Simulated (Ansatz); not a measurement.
The same calculation of BrRb as a Python script and as an input file (Ansatz 0.2.0 through its Python package).

`brrb_energy.py`
```python
"""Electronic structure of the BrRb molecule."""

import warnings

import ansatz as az

config = {
    "basis": "def2-TZVP",
    "method": "MP2",
}

warnings.simplefilter("ignore", az.DeckWarning)

geometry = (
    az.Crystal.molecule()
    .atom("Rb", (0.0, 0.0, 0.0))
    .atom("Br", (0.0, 0.0, 3.175))
)

job = (
    geometry.calculation()
    .basis(gaussian=config["basis"])
    .correlation(config["method"])
)
res = job.run()
r = res.report

print(f"E = {r['free_energy_ev']:.6f} eV = {r['free_energy_ev'] / 27.211386246:.7f} Ha")
print("converged:", r["converged"], " doubts:", r["published_state_doubts"] or "none")

print("correlation energy", round(r["free_energy_ev"] - r["reference_energy_ev"], 5), "eV")
cluster = r["correlation"].get("coupled_cluster")
if cluster:
    print("cycles", cluster["cycles"], " T1 diagnostic", round(cluster["t1_diagnostic"], 4), " largest double", round(cluster["largest_double"], 4))
```

```console
$ python brrb_energy.py
E = -70658.612997 eV = -2596.6561335 Ha
converged: True  doubts: none
correlation energy -9.43293 eV
```

`input.yaml`:
```yaml
crystal:
  periodic: [false, false, false]
  atoms:
    - { symbol: Rb, position_ang: [0.0, 0.0, 0.0] }
    - { symbol: Br, position_ang: [0.0, 0.0, 3.175] }
basis:
  gaussian: { orbitals: def2-TZVP }
correlation:
  method: mp2
```

The program run on that file:
```console
$ ansatz run input.yaml --threads 1 --pin off --max-ram 4096MiB --backend cpu --events-out ev --progress --plain --runs-dir out
Engine: ansatz 0.2.0, aarch64-unknown-linux-gnu
Functional definition: HF
  exchange = exact_x
  correlation = 0
664 factors; integrals over basis functions are off by at most 6.9e-4 eV
mean field evaluation 1: about -70648.2878 eV, gradient 1.6e1 eV
mean field evaluation 2: about -70648.2951 eV, gradient 1.6e1 eV
mean field evaluation 4: about -70649.1754 eV, gradient 1.1e0 eV
mean field evaluation 8: about -70649.1801 eV, gradient 3.5e-2 eV
mean field -70649.18006945 eV, -2596.3094798180 hartree, gradient 3.6e-6 eV, S^2 0.000000; 0 other end points of the search recorded, 0 dependent functions left out
9 core orbitals not correlated: weight in the atoms' cores, before any rotation towards them, 1.000 or more for the frozen orbitals, at most 0.000 for the correlated occupied ones
reference -70649.18006945 eV, -2596.3094798180 hartree; 13, 13 occupied and 59, 59 virtual orbitals, 664 factors
second order -9.43292794 eV of doubles, -0.00000000 eV of singles
Total energy: -70658.61299739 eV, -2596.6561335260 hartree
```

Total energies depend on the basis set; only differences at equal settings carry meaning. The geometry is a force-field or estimated start, not a minimum of this method, and the basis set is short of its limit. def2 sets replace the cores of elements past krypton by effective core potentials. Inner cores stay frozen; a filled d shell under the valence of the heavier atoms is correlated with it. Wall time of the script: 1.3 s on 1 thread of Arm Neoverse V1 (shared host), peak memory 0.18 GiB.
